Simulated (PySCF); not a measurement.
# WNF₂: relaxation and vibrations of the doublet

Aim: relax WNF₂ as a doublet from a trigonal pyramidal start, check by its vibrations whether the end is a minimum, and collect its spectrum and constants.

Program: PySCF 2.14.0. Level of theory: PBE0, basis W def2-TZVP with ECP60, N def2-TZVP, F def2-TZVP, scalar-relativistic core potentials, no spin–orbit coupling, density fitting. These are calculated values, not measurements.

## Step 1: The starting structure

4 atoms, charge 0, spin multiplicity 2.

Bond lengths: W1–N2 1.800 Å, W1–F3 2.010 Å, W1–F4 2.010 Å. Angles: N2–W1–F3 99.8°, N2–W1–F4 99.8°, F3–W1–F4 99.8°.

```xyz
4
charge 0 multiplicity 2
W    -0.2059    0.0286    0.0000
N     0.0000   -1.7596    0.0000
F     0.9967    0.5099   -1.5370
F     0.9967    0.5099    1.5370
```

## Step 2: Finding the electronic state

One driver script runs all steps and calls PySCF; scf.py shows how it sets up the SCF of each step. The optimiser is the driver's own. After this first run the driver tries any further starts and a stability analysis.

File scf.py:

```python
from pyscf import gto, scf, dft
mol = gto.M(atom='''
W     -0.205880     0.028630    -0.000010
N      0.000000    -1.759580     0.000010
F      0.996680     0.509870    -1.536950
F      0.996720     0.509880     1.537000''',
    basis={'W': 'def2-TZVP', 'N': 'def2-TZVP', 'F': 'def2-TZVP'},
    ecp={'W': 'def2-TZVP'},
    charge=0, spin=1)
mf = dft.UKS(mol, xc='PBE0')
mf.grids.atom_grid = (50, 194)
aux = {'W': 'def2-universal-JKFIT', 'N': 'def2-universal-JKFIT', 'F': 'def2-universal-JKFIT'}
mf = mf.density_fit(auxbasis=aux)
mf.conv_tol = 1e-08
mf.diis_space = 10
mf.max_cycle = 60
mf.init_guess = 'minao'
mf.verbose = 4
mf.kernel()
```

Launch:

```
OMP_NUM_THREADS=4 python axn.py task.json out
```

The runs that follow: Relaxing the doublet from the trigonal pyramidal start; Is it a minimum? Harmonic modes.

**Question.** What will these runs give? Wanted: minimum; geometry; wavenumbers; dipole moment; highest occupied, lowest empty level; polar-tensor charge of W1; zero-point energy; atomisation energy; ⟨S²⟩.

**Answer**, as computed:

| quantity | value |
| --- | --- |
| minimum | doublet, Cs |
| geometry | W–F 1.864 Å (×2), W–N 1.655 Å; F–W–F 135.2°, F–W–N 107.3° (×2) |
| wavenumbers (cm⁻¹) | 99 (a'), 207 (a'), 331 (a''), 680 (a'), 692 (a''), 1160 (a') |
| dipole moment | 2.81 D |
| highest occupied, lowest empty level (either spin) | -7.76, -3.80 eV |
| polar-tensor charge of W1 | +1.71 e |
| zero-point energy | 19.0 kJ/mol |
| entropy at 298.15 K | 320.4 J/(mol K) |
| atomisation energy (no zero-point energy) | 1690 kJ/mol |
| ⟨S²⟩ | 0.761 |

In words: The molecule stays Cs, as typed, and the end point is a minimum. The strongest infrared band lies at 692 cm⁻¹ (a'', stretch). Most of the spin sits on W1 (Mulliken spin 1.16, against 1 for the whole molecule). Other starts or spin states, not run here, may lie lower. One determinant may miss the lowest occupation of an open d or f shell. With an element this heavy the missing spin–orbit coupling can shift these numbers.
